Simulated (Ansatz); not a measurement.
# CH₅AlO₂: basis-set convergence

The task here is to estimate one member of a computed series from the others.

Method: one geometry, several basis sets; program: Ansatz 0.2.0, Gaussian basis.

Levels to be run: PBE0-D4/def2-SVP; ωB97M-V/def2-SVP; PBE0-D4/def2-QZVPP; ωB97M-V/def2-QZVPP; the functionals' def2-TZVPP values are taken from earlier runs.

## The relaxed structure

All runs share one geometry, relaxed beforehand with PBE0-D4 in a triple-zeta def2 set.

9 atoms, charge 0, spin multiplicity 1.

Atoms are counted from 1 here; the program's logs count them from 0.

Bond lengths: O1–C2 1.522 Å, O1–Al3 1.972 Å, O1–H5 0.961 Å, C2–Al3 1.932 Å, C2–H6 1.087 Å, C2–H7 1.089 Å, Al3–O4 1.702 Å, Al3–H8 1.585 Å, O4–H9 0.955 Å. Angles: C2–O1–Al3 65.7°, C2–O1–H5 111.4°, Al3–O1–H5 123.0°, O1–C2–Al3 68.4°, O1–C2–H6 106.8°, O1–C2–H7 109.6°, Al3–C2–H6 125.6°, Al3–C2–H7 121.9°, H6–C2–H7 110.8°, O1–Al3–C2 45.9°, O1–Al3–O4 113.3°, O1–Al3–H8 108.7°, C2–Al3–O4 118.9°, C2–Al3–H8 119.5°, O4–Al3–H8 121.5°, Al3–O4–H9 122.3°.

Set-up of the first run:

Contents of in.yaml:

```yaml
crystal:
  periodic: [false, false, false]
  atoms:
    - {symbol: O, position_ang: [-0.624475, 0.530097, -0.955541]}
    - {symbol: C, position_ang: [0.882969, 0.417340, -0.777979]}
    - {symbol: Al, position_ang: [-0.068250, -0.535277, 0.608058]}
    - {symbol: O, position_ang: [-0.358969, 0.245367, 2.092746]}
    - {symbol: H, position_ang: [-0.909754, 0.134941, -1.783481]}
    - {symbol: H, position_ang: [1.266098, 1.431632, -0.699484]}
    - {symbol: H, position_ang: [1.314198, -0.094318, -1.636751]}
    - {symbol: H, position_ang: [-0.491267, -2.044300, 0.370089]}
    - {symbol: H, position_ang: [-0.922148, -0.131880, 2.765243]}
basis:
  gaussian: {orbitals: def2-SVP}
hamiltonian: {xc: pbe0, dispersion: d4}
output: {orbitals: {seedname: orbitals}}
```

Steps of the session up to this table: PBE0-D4 in def2-SVP; ωB97M-V in def2-SVP; PBE0-D4 in def2-QZVPP; ωB97M-V in def2-QZVPP.

One table of the session follows, with a row left open; its other results are not shown here.

It belongs to the step «Density functionals: the series». 

| functional | basis | HOMO (eV) | LUMO (eV) |
| --- | --- | --- | --- |
| PBE0-D4 | def2-SVP | ? | ? |
| PBE0-D4 | def2-TZVPP | -7.38 | 0.11 |
| PBE0-D4 | def2-QZVPP | -7.41 | -0.22 |
| ωB97M-V | def2-SVP | -9.56 | 2.33 |
| ωB97M-V | def2-TZVPP | -9.69 | 1.64 |
| ωB97M-V | def2-QZVPP | -9.73 | 0.93 |

Estimate the missing values for PBE0-D4, def2-SVP.

As computed: HOMO (eV): -7.28; LUMO (eV): 0.61. In the column «HOMO (eV)» it is the highest.
